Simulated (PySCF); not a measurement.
# C4H10OSi2: a tour of settings, part 2 of 2

PySCF 2.14.0. Atoms count from 0.

## (6) J couplings: PBE/6-31++G**

The job: settings as JSON, then the geometry in Å.

```
{"job": {"kind": "j", "xc": "PBE", "basis": "6-31++G**"}, "charge": 0, "multiplicity": 1}
Si     2.849055    -1.089327     0.247030
O      1.444985    -0.749697    -0.486678
Si     0.059000    -0.050758    -0.957760
C     -1.480941    -0.925728    -0.256597
C     -2.172961     0.140599     0.541141
C     -1.622251     1.339366     0.626916
C     -0.322106     1.596008    -0.077748
H      3.108259    -2.492220    -0.067024
H      3.853342    -0.190005    -0.318983
H      2.683423    -0.869037     1.683653
H      0.154525     0.019209    -2.414977
H     -2.153686    -1.304414    -1.027081
H     -1.242154    -1.775665     0.385903
H     -3.104864    -0.105424     1.031141
H     -2.071081     2.144654     1.191984
H      0.442921     1.882739     0.647070
H     -0.432465     2.441728    -0.757899
```

Method: PBE/6-31++G** indirect spin-spin coupling, non-relativistic, gas phase.

Log:

```text
coarse grid: 14880 points
cycle   1  E = -811.9619947198  dE =  7.484e-01  |g| = 9.854e-01  |ddm| = 6.285e+00
cycle   2  E = -811.1827676307  dE =  7.792e-01  |g| = 2.116e+00  |ddm| = 9.672e+00
cycle   3  E = -812.1576945735  dE = -9.749e-01  |g| = 2.859e-01  |ddm| = 8.351e+00
cycle   4  E = -812.1743911075  dE = -1.670e-02  |g| = 1.218e-01  |ddm| = 8.494e-01
cycle   5  E = -812.1780611991  dE = -3.670e-03  |g| = 2.713e-02  |ddm| = 3.889e-01
cycle   6  E = -812.1782633528  dE = -2.022e-04  |g| = 8.006e-03  |ddm| = 1.461e-01
cycle   7  E = -812.1782757134  dE = -1.236e-05  |g| = 4.608e-03  |ddm| = 2.647e-02
cycle   8  E = -812.1782814395  dE = -5.726e-06  |g| = 7.616e-04  |ddm| = 1.043e-02
final grid: 133616 points
cycle   9  E = -812.0776802614  dE = -7.723e-06  |g| = 1.471e-02  |ddm| = 2.652e-01
cycle  10  E = -812.0775352843  dE =  1.450e-04  |g| = 2.889e-02  |ddm| = 8.444e-02
cycle  11  E = -812.0777311065  dE = -1.958e-04  |g| = 3.361e-03  |ddm| = 5.908e-02
cycle  12  E = -812.0777335500  dE = -2.444e-06  |g| = 5.619e-04  |ddm| = 8.989e-03
cycle  13  E = -812.0777336262  dE = -7.618e-08  |g| = 2.266e-04  |ddm| = 3.200e-03
cycle  14  E = -812.0777336398  dE = -1.358e-08  |g| = 5.450e-05  |ddm| = 5.346e-04
cycle  15  E = -812.0777336405  dE = -7.653e-10  |g| = 1.154e-05  |ddm| = 1.731e-04
converged SCF energy = -812.0777336405

Indirect spin-spin couplings (Hz)
  i      j    bonds     total        FC       PSO       DSO        SD
  0 Si   1 O    1     -2.582     1.504    -4.421     0.063     0.272
  0 Si   2 Si   2     -1.981    -2.044    -0.179    -0.056     0.298
  0 Si   3 C    3     -0.096    -0.125    -0.007     0.031     0.004
  0 Si   6 C    3      0.076     0.050     0.006     0.018     0.002
  0 Si   7 H    1   -188.335  -188.542     1.053    -0.259    -0.588
  0 Si   8 H    1   -183.208  -183.328     0.960    -0.262    -0.577
  0 Si   9 H    1   -180.647  -180.774     0.962    -0.267    -0.568
  0 Si  10 H    3     -1.654    -1.770    -0.066     0.236    -0.054
  1 O    2 Si   1     -6.323    -1.845    -4.747     0.082     0.188
  1 O    3 C    2     -2.449    -2.563     0.116    -0.003         -
  1 O    4 C    3     -0.536    -0.579     0.021     0.022         -
  1 O    5 C    3     -0.445    -0.491     0.023     0.022         -
  1 O    6 C    2     -0.973    -1.094     0.121     0.001         -
  1 O    7 H    2     -7.681    -7.700    -0.055     0.074         -
  1 O    8 H    2     -5.209    -5.236    -0.070     0.096         -
  1 O    9 H    2     -4.185    -4.214    -0.079     0.108         -
  1 O   10 H    2    -10.881   -10.975     0.048     0.047         -
  1 O   11 H    3     -1.788    -1.894    -0.032     0.138         -
  1 O   12 H    3     -1.272    -1.220     0.059    -0.111         -
  1 O   13 H    4     -0.565    -0.627    -0.083     0.144         -
  1 O   14 H    4     -0.317    -0.379    -0.085     0.148         -
  1 O   15 H    3     -1.193    -1.138     0.040    -0.096         -
  1 O   16 H    3     -1.507    -1.623    -0.032     0.148         -
  2 Si   3 C    1    -56.922   -57.378     1.545    -0.129    -0.960
  2 Si   4 C    2     -6.554    -6.717     0.161    -0.027     0.029
  2 Si   5 C    2     -6.464    -6.623     0.157    -0.027     0.029
  2 Si   6 C    1    -54.247   -54.657     1.508    -0.129    -0.969
  2 Si   7 H    3     -2.255    -2.357    -0.067     0.228    -0.059
  2 Si   8 H    3     -0.185    -0.288    -0.021     0.159    -0.035
  2 Si   9 H    3      0.214     0.101    -0.001     0.142    -0.027
  2 Si  10 H    1   -193.210  -193.434     1.223    -0.448    -0.552
  2 Si  11 H    2      2.243     2.191     0.209     0.030    -0.186
  2 Si  12 H    2      4.856     4.868     0.146     0.028    -0.186
  2 Si  13 H    3    -11.666   -11.748    -0.231     0.278     0.034
  2 Si  14 H    3    -11.174   -11.250    -0.235     0.278     0.033
  2 Si  15 H    2      4.701     4.730     0.138     0.021    -0.189
  2 Si  16 H    2      1.927     1.889     0.193     0.030    -0.185
  3 C    4 C    1     51.312    52.083    -1.014     0.243         -
  3 C    5 C    2      2.809     3.090    -0.279    -0.003         -
  3 C    6 C    2      9.957    10.177    -0.240     0.020         -
  3 C    8 H    4      0.427     0.586     0.094    -0.254         -
  3 C   10 H    2     10.694    10.987    -0.080    -0.213         -
  3 C   11 H    1    137.181   134.968     1.278     0.935         -
  3 C   12 H    1    140.408   138.225     1.221     0.962         -
  3 C   13 H    2      4.495     4.589     0.139    -0.233         -
  3 C   14 H    3      7.266     7.477     0.257    -0.467         -
  3 C   15 H    3     -0.769    -0.596     0.085    -0.258         -
  3 C   16 H    3      0.605     0.778     0.115    -0.289         -
  4 C    5 C    1     86.907    94.576    -7.879     0.209         -
  4 C    6 C    2      2.898     3.179    -0.278    -0.003         -
  4 C   10 H    3      2.145     2.405     0.044    -0.305         -
  4 C   11 H    2     -6.455    -6.456     0.043    -0.042         -
  4 C   12 H    2     -6.782    -6.819     0.064    -0.028         -
  4 C   13 H    1    163.632   162.561     0.164     0.907         -
  4 C   14 H    2      2.195     3.793    -1.149    -0.450         -
  4 C   15 H    3      8.123     8.331     0.114    -0.323         -
  4 C   16 H    3      7.483     7.691     0.144    -0.352         -
  5 C    6 C    1     51.411    52.176    -1.008     0.244         -
  5 C   10 H    3      2.160     2.420     0.044    -0.303         -
  5 C   11 H    3      7.528     7.736     0.144    -0.352         -
  5 C   12 H    3      8.176     8.385     0.118    -0.327         -
  5 C   13 H    2      2.231     3.828    -1.148    -0.450         -
  5 C   14 H    1    163.827   162.753     0.167     0.907         -
  5 C   15 H    2     -6.797    -6.840     0.065    -0.023         -
  5 C   16 H    2     -6.436    -6.439     0.044    -0.041         -
  6 C   10 H    2     10.727    11.014    -0.085    -0.203         -
  6 C   11 H    3      0.581     0.754     0.115    -0.288         -
  6 C   12 H    3     -0.776    -0.604     0.090    -0.261         -
  6 C   13 H    3      7.318     7.528     0.257    -0.467         -
  6 C   14 H    2      4.510     4.604     0.139    -0.232         -
  6 C   15 H    1    139.116   136.891     1.254     0.970         -
  6 C   16 H    1    137.552   135.344     1.271     0.937         -
  7 H    8 H    2      9.186    10.942     0.561    -2.317         -
  7 H    9 H    2      9.330    11.045     0.532    -2.246         -
  7 H   10 H    4     -0.575    -0.165     0.314    -0.724         -
  7 H   11 H    5     -0.226    -0.004     0.282    -0.504         -
  7 H   13 H    6     -0.303    -0.015     0.363    -0.650         -
  7 H   14 H    6     -0.345     0.074     0.436    -0.855         -
  7 H   15 H    5     -0.709    -0.046     0.285    -0.949         -
  7 H   16 H    5     -0.625    -0.022     0.494    -1.096         -
  8 H    9 H    2      9.940    11.601     0.518    -2.179         -
  8 H   10 H    4     -0.329    -0.129     0.159    -0.358         -
  8 H   11 H    5     -0.556    -0.003     0.479    -1.032         -
  8 H   12 H    5     -0.619    -0.005     0.345    -0.959         -
  8 H   13 H    6     -0.351     0.065     0.452    -0.868         -
  8 H   14 H    6     -0.278    -0.006     0.359    -0.632         -
  9 H   11 H    5     -0.378    -0.020     0.472    -0.830         -
  9 H   15 H    5      0.433     0.010    -0.534     0.958         -
  9 H   16 H    5     -0.273    -0.025     0.403    -0.651         -
 10 H   11 H    3      1.885     1.865    -0.109     0.129         -
 10 H   12 H    3      0.501     1.534     0.718    -1.750         -
 10 H   13 H    4      0.458     1.145     0.782    -1.469         -
 10 H   14 H    4      0.462     1.147     0.780    -1.465         -
 10 H   15 H    3      0.497     1.517     0.703    -1.722         -
 10 H   16 H    3      1.910     1.879    -0.121     0.152         -
 11 H   12 H    2    -19.097   -19.215     1.948    -1.830         -
 11 H   13 H    3      3.280     3.301     0.513    -0.534         -
 11 H   14 H    4     -3.044    -2.497     1.145    -1.692         -
 11 H   15 H    4      1.636     2.349     1.099    -1.812         -
 11 H   16 H    4      0.271     0.709     0.633    -1.071         -
 12 H   13 H    3      2.912     2.937     0.527    -0.553         -
 12 H   14 H    4     -2.934    -2.403     1.118    -1.649         -
 12 H   15 H    4      0.553     0.917     0.552    -0.916         -
 12 H   16 H    4      1.627     2.341     1.103    -1.816         -
 13 H   14 H    3      6.842     7.240     0.232    -0.630         -
 13 H   15 H    4     -2.949    -2.421     1.115    -1.643         -
 13 H   16 H    4     -3.020    -2.474     1.145    -1.691         -
 14 H   15 H    3      2.934     2.954     0.527    -0.547         -
 14 H   16 H    3      3.263     3.279     0.509    -0.525         -
 15 H   16 H    2    -18.958   -19.092     1.946    -1.812         -
```

Wall time 41 s (1 thread of Arm Neoverse V2, shared host); peak memory 0.73 GiB.

This basis has no tight s functions, so the Fermi-contact terms are rough.

Couplings of 1 Hz or more, nine at most for each number of bonds, with means over like pairs (isotopes 13C, 1H, 17O, 29Si):

| pair | bonds | J (Hz) | Fermi contact (Hz) | dihedral (°) |
| --- | --- | --- | --- | --- |
| Si2–H10 | 1 | -193.2 | -193.4 | – |
| Si0–H7 | 1 | -184.1 | -184.2 | – |
| C4–H13 | 1 | 163.7 | 162.7 | – |
| C3–H12 | 1 | 139.8 | 137.6 | – |
| C3–H11 | 1 | 137.4 | 135.2 | – |
| C4–C5 | 1 | 86.9 | 94.6 | – |
| Si2–C3 | 1 | -55.6 | -56.0 | – |
| C3–C4 | 1 | 51.4 | 52.1 | – |
| O1–Si2 | 1 | -6.3 | -1.8 | – |
| H11–H12 | 2 | -19.0 | -19.2 | – |
| O1–H10 | 2 | -10.9 | -11.0 | – |
| C3–H10 | 2 | 10.7 | 11.0 | – |
| C3–C6 | 2 | 10.0 | 10.2 | – |
| H7–H8 | 2 | 9.5 | 11.2 | – |
| C4–H12 | 2 | -6.8 | -6.8 | – |
| Si2–C4 | 2 | -6.5 | -6.7 | – |
| C4–H11 | 2 | -6.4 | -6.4 | – |
| O1–H7 | 2 | -5.7 | -5.7 | – |
| Si2–H13 | 3 | -11.4 | -11.5 | 179 |
| C4–H15 | 3 | 8.1 | 8.4 | -120 |
| C4–H16 | 3 | 7.5 | 7.7 | 124 |
| C3–H14 | 3 | 7.3 | 7.5 | -180 |
| H13–H14 | 3 | 6.8 | 7.2 | 0 |
| H11–H13 | 3 | 3.3 | 3.3 | 57 |
| H12–H13 | 3 | 2.9 | 2.9 | -60 |
| C4–H10 | 3 | 2.2 | 2.4 | -119 |
| H10–H11 | 3 | 1.9 | 1.9 | 0 |
| H11–H14 | 4 | -3.0 | -2.5 | – |
| H12–H14 | 4 | -2.9 | -2.4 | – |
| H11–H15 | 4 | 1.6 | 2.3 | – |

The spin-dipole term was solved for some atoms only; pairs without it lack that part.

The response was solved for the nuclei of C, H, Si alone, so couplings that need other nuclei can be missing.

Quadrupole couplings from the field gradients of the same density:

| atom | isotope | eQq/h (MHz) | η |
| --- | --- | --- | --- |
| O1 | 17O | -5.735 | 0.08 |

Shifts (PBE0/pcSseg-1, unscaled) and these couplings together give the proton spectrum at 300 MHz below.

1H NMR δ 6.11 (m, 2H), 5.53 (t, J = 1.9 Hz, 1H), 5.16 (s, 3H), 1.61 (m, 2H), 1.56 (m, 2H).

## (7) Run by run: NMR shifts

Shifts (ppm) of some atoms, chosen among heavy atoms and hydrogens apart, means over like atoms, with basis size and wall time:

| run | C4 | C3 | H10 | H7 | Si2 | Si0 | O1 | functions | time |
| --- | --- | --- | --- | --- | --- | --- | --- | --- | --- |
| PBE0/pcSseg-1 | 137.8 | 22.6 | 5.53 | 5.16 | 7.2 | -44.4 | 18.8 | 183 | 29 s |
| B3LYP/MINI | 115.0 | 20.2 | 3.48 | 3.27 | -0.8 | -61.3 | -178.9 | 53 | 5.4 s |

## (8) Run by run: electronic excitations

Excitations and ground-state properties, with basis size and wall time:

| run | lowest singlet (eV) | brightest (eV) | f | gap (eV) | α (Å³) | μ (D) | functions | time |
| --- | --- | --- | --- | --- | --- | --- | --- | --- |
| PBE0/def2-SVPD | 6.38 | 7.06 | 0.098 | 7.20 | 14.22 | 0.35 | 231 | 39 s |
| wB97X/def2-SVPD | 7.18 | 7.67 | 0.188 | 11.44 | 14.07 | 0.33 | 231 | 48 s |

## (9) Results

What follows sums up all 2 parts.

| quantity | value |
| --- | --- |
| 13C shifts against TMS (PBE0/pcSseg-1, means over atoms taken as alike) | 137.8, 22.6 ppm |
| 1H shifts against TMS (PBE0/pcSseg-1, means over atoms taken as alike) | 6.11, 5.53, 5.16, 1.61, 1.56 ppm |
| 29Si shifts against TMS (PBE0/pcSseg-1) | 7.2, -44.4 ppm |
| 17O shifts against H2O (PBE0/pcSseg-1) | 18.8 ppm |
| surface potential, 1st and 99th percentile | -0.64 V and 1.21 V |
| lowest singlet (PBE0/def2-SVPD) | 6.38 eV (194 nm), f = 0.002 |
| brightest single state of those computed | state 5, 7.06 eV, f = 0.098 |
| lowest triplet | 4.44 eV |
| largest coupling of the table (PBE/6-31++G**) | 1J(Si,H) Si2–H10, -193.2 Hz |
| range of the shift of O1 | -178.9 to 18.8 ppm |
| range of the lowest singlet | 6.38 to 7.18 eV |
| property runs in this session | 5, of which 0 failed and 1 gave unsound results |

**Reading.** Single values in the summary come from the first run of each kind that ended normally (PBE0/pcSseg-1; PBE0/def2-SVPD; PBE/6-31++G**), which need not be the best level. The most deshielded carbon is C4, C5 (mean) (alkene CH), at 137.8 ppm: the olefinic region. The most deshielded hydrogen is H13, H14 (mean) (hydrogen on an alkene CH), at 6.11 ppm: olefinic region. At PBE0/pcSseg-1: Shielding is most anisotropic at C4, C5 (span 205 ppm, paramagnetic term -206 ppm). The lowest singlet, at 6.38 eV, is HOMO→LUMO 0.97 and is weak; of the 6 states computed, the strongest absorption comes from state 5 at 7.06 eV. The lowest triplet lies 1.94 eV below the lowest singlet (triplets in Tamm-Dancoff, singlets in full TDDFT). Of the pairs tabulated at PBE/6-31++G**, Si2–H10 couples most strongly (-193.2 Hz; Fermi contact -193.4 Hz). Couplings across rotatable bonds belong to this one conformer; where others are populated, the observed values are averages. In ppm, O1 moves most: its shift spreads over 197.7 ppm, from -178.9 (B3LYP/MINI) to 18.8 (PBE0/pcSseg-1). A minimal basis is unusable for shieldings, so that end is no result. The lowest singlet runs from 6.38 eV (PBE0/def2-SVPD) to 7.18 eV (wB97X/def2-SVPD), while the orbital gap spans 7.20 to 11.44 eV: the excitation energy moves far less from run to run than the orbital gap does. The lowest state need not be the same one in every run. The runs solved for a few states only, so the brightest column depends on that window. Couplings from bases without tight functions are rough.
